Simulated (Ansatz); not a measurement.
Set up this calculation in Ansatz 0.2.0, as the native input.

```
Task                : band structure
Functional          : PBEsol
Potentials or basis : all-electron LAPW, scalar-relativistic
Cutoff              : 301 eV (chosen from the basis error)
Basis error allowed : 0.001 eV/atom
k mesh              : 8 × 8 × 8
Occupations         : fermi-dirac, width 0.05 eV
Spin                : no spin polarisation
```

Crystal: GaGe.

```xyz
2
Lattice="0.0000 2.8978 2.8978 2.8978 0.0000 2.8978 2.8978 2.8978 0.0000" Properties=species:S:1:pos:R:3 pbc="T T T"
Ge    0.0000    0.0000    0.0000
Ga    1.4489    1.4489    1.4489
```

The cell comes from a database or a generator and needn't be the stable form of this composition.

The input as run:

input.yaml

```yaml
crystal:
  lattice:
    - [0.0, 2.897844, 2.897844]
    - [2.897844, 0.0, 2.897844]
    - [2.897844, 2.897844, 0.0]
  atoms:
    - { symbol: Ge, position: [0.0, 0.0, 0.0] }
    - { symbol: Ga, position: [0.25, 0.25, 0.25] }
kpoints:
  mp_grid: { grid: [8, 8, 8] }
  band_path:
    path:
      - [0.0, 0.0, 0.0]
      - [0.5, 0.0, 0.5]
      - [0.5, 0.25, 0.75]
      - [0.375, 0.375, 0.75]
      - [0.0, 0.0, 0.0]
      - [0.5, 0.5, 0.5]
      - [0.625, 0.25, 0.625]
      - [0.5, 0.25, 0.75]
    npoints: 10
scf:
  occupations: { method: fermi_dirac, width: 0.05 }
hamiltonian:
  xc: pbesol
  pseudopotentials: { kind: all_electron, lapw: { basis_error: 0.001 } }
output:
  forces: true
  stress: true
  eigenvalues: true
```

Potentials or basis: all-electron LAPW, scalar-relativistic.

The run is started by

```bash
$ ansatz run input.yaml --threads 1 --pin off --max-ram 3072MiB --backend cpu --events-out ev --progress --plain --runs-dir out
```

It gave:

| Item | Value |
| --- | --- |
| Pressure | -2.4 GPa |
| Band gap along the path | none (metal or under the smearing width) |

It took 14 s on 1 thread of Intel(R) Xeon(R) 6975P-C (Granite Rapids), on a shared host, peak memory 0.34 GiB.
